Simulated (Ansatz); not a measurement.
# Cl₂HSSn radical: small, medium and large basis sets

The task here is to estimate one member of a computed series from the others.

The runs use Ansatz 0.2.0, Gaussian basis; one geometry, several basis sets.

Levels to be run: PBE0-D4/def2-SVP; ωB97M-V/def2-SVP; PBE0-D4/def2-QZVPP; ωB97M-V/def2-QZVPP; the functionals' def2-TZVPP values are taken from earlier runs.

## The relaxed structure

The geometry comes from an earlier relaxation with PBE0-D4 in a triple-zeta def2 set; it is a stationary point. Sn takes the def2 core potential; no spin-orbit term is included.

SMILES `[SH][Sn]([Cl])[Cl]`, 5 atoms, charge 0, spin multiplicity 2.

Atoms are counted from 1 here; the program's logs count them from 0.

Bond lengths: S1–Sn2 2.418 Å, S1–H5 1.346 Å, Sn2–Cl3 2.338 Å, Sn2–Cl4 2.346 Å. Angles: Sn2–S1–H5 91.2°, S1–Sn2–Cl3 105.9°, S1–Sn2–Cl4 108.2°, Cl3–Sn2–Cl4 107.6°.

The first run:

in.yaml

```yaml
crystal:
  periodic: [false, false, false]
  atoms:
    - {symbol: S, position_ang: [-0.040051, 1.711103, 0.477659]}
    - {symbol: Sn, position_ang: [0.648565, -0.427345, -0.417279]}
    - {symbol: Cl, position_ang: [1.707766, -1.546201, 1.340859]}
    - {symbol: Cl, position_ang: [-1.278818, -1.644984, -0.972480]}
    - {symbol: H, position_ang: [-0.987561, 1.833727, -0.470159]}
basis:
  gaussian: {orbitals: def2-SVP}
magnetization: {spin_polarized: true, initial_magnetization: 1}
hamiltonian: {xc: pbe0, dispersion: d4}
output: {orbitals: {seedname: orbitals}}
```

Among the steps run: PBE0-D4 in def2-SVP; ωB97M-V in def2-SVP; PBE0-D4 in def2-QZVPP; ωB97M-V in def2-QZVPP.

One of the session's tables, all rows but one given; the rest of the session is left out.

It belongs to the step «Functionals by basis». 

| functional | basis | HOMO (eV) | LUMO (eV) |
| --- | --- | --- | --- |
| PBE0-D4 | def2-SVP | -7.06 | -4.53 |
| PBE0-D4 | def2-TZVPP | -7.20 | -4.65 |
| PBE0-D4 | def2-QZVPP | -7.22 | -4.67 |
| ωB97M-V | def2-SVP | ? | ? |
| ωB97M-V | def2-TZVPP | -9.13 | -2.92 |
| ωB97M-V | def2-QZVPP | -9.16 | -2.98 |

Estimate the missing values for ωB97M-V, def2-SVP.

**Answer.** HOMO (eV): -8.94; LUMO (eV): -2.72. In the column «HOMO (eV)» it lies between ωB97M-V, def2-TZVPP (-9.13) and PBE0-D4, def2-QZVPP (-7.22).
